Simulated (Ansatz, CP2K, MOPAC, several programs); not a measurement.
Energy against volume for BaTiO3 (started from an entry of an open crystallographic database), at fixed shape and fractional coordinates, computed by several methods (PBE and r2SCAN, where shown, with plane waves in Ansatz); the cell shown is that of r2SCAN. With free coordinates or axes held, a curve is too stiff, and on another method's shape its minimum isn't the method's own volume. Space group P4mm (No. 99), tetragonal; conventional cell a = 3.972 Å, c = 4.112 Å, 12.98 Å³ an atom. Ba has 12 O at 2.79–2.92 Å; Ti has 6 O at 1.82–2.29 Å; O has 2 Ti at 1.82–2.29 Å and 4 Ba at 2.81 Å; O has 2 Ti at 1.99 Å and 4 Ba at 2.79–2.92 Å. The values are computed, spin-unpolarised, and not measurements. Energies count from each curve's lowest point; fits are third-order Birch-Murnaghan.

```cif
data_structure
_symmetry_space_group_name_H-M 'P 1'
_symmetry_Int_Tables_number 1
_cell_length_a 3.9724
_cell_length_b 3.9724
_cell_length_c 4.1122
_cell_angle_alpha 90.000
_cell_angle_beta 90.000
_cell_angle_gamma 90.000
_cell_volume 64.89
loop_
_atom_site_label
_atom_site_type_symbol
_atom_site_fract_x
_atom_site_fract_y
_atom_site_fract_z
_atom_site_occupancy
Ba1 Ba 0.00000 0.00000 0.99564 1
Ti1 Ti 0.50000 0.50000 0.47753 1
O1 O 0.50000 0.50000 0.03455 1
O2 O 0.50000 0.00000 0.51764 1
O3 O 0.00000 0.50000 0.51764 1
```

PBE/DZVP (CP2K), on the shape of the cell shown:

| V (Å³/atom) | E (meV/atom) |
| --- | --- |
| 11.421 | 183.29 |
| 12.199 | 55.64 |
| 12.978 | 0.73 |
| 13.757 | 0.00 |
| 14.535 | 37.06 |

V₀ = 13.38 Å³ an atom and B₀ = 158 GPa.

light PBE (260 eV and a coarse mesh), on the shape of the cell shown:

| V (Å³/atom) | E (meV/atom) |
| --- | --- |
| 11.940 | 89.52 |
| 12.459 | 3.29 |
| 12.978 | 0.00 |
| 13.497 | 7.03 |
| 14.016 | 20.99 |
| 14.535 | 95.00 |

The points scatter about the fit by more than 0.3 meV an atom, since at so low a cutoff the number of plane waves jumps with the volume, so no fit is quoted.

Question: PBE, on the shape of its own relaxed cell, gives

| V (Å³/atom) | E (meV/atom) |
| --- | --- |
| 12.540 | 26.06 |
| 12.940 | 6.15 |
| 13.341 | 0.00 |
| 13.741 | 5.46 |
| 14.141 | 20.85 |

What equilibrium volume and bulk modulus follow?

Answer: V₀ = 13.34 Å³ an atom and B₀ = 155 GPa.

Question: PM7 (MOPAC), on the shape of the cell shown, as a cluster of 90 atoms at the zone centre, gives
```
V (Å³/atom)  E (meV/atom)
     11.421        444.68
     12.199        183.09
     12.978         43.70
     13.757          0.00
     14.535         29.45
```
What equilibrium volume and bulk modulus follow?

Answer: V₀ = 13.80 Å³ an atom and B₀ = 264 GPa.

Question: PBE/SZV (CP2K), on the shape of the cell shown, gives
```csv
V (Å³/atom),E (meV/atom)
11.421,347.71
12.199,153.67
12.978,45.03
13.757,0.05
14.535,0.00
```
What equilibrium volume and bulk modulus follow?

Answer: V₀ = 14.13 Å³ an atom and B₀ = 146 GPa. The lowest point lies at an end of the range, so the fit is barely bracketed.
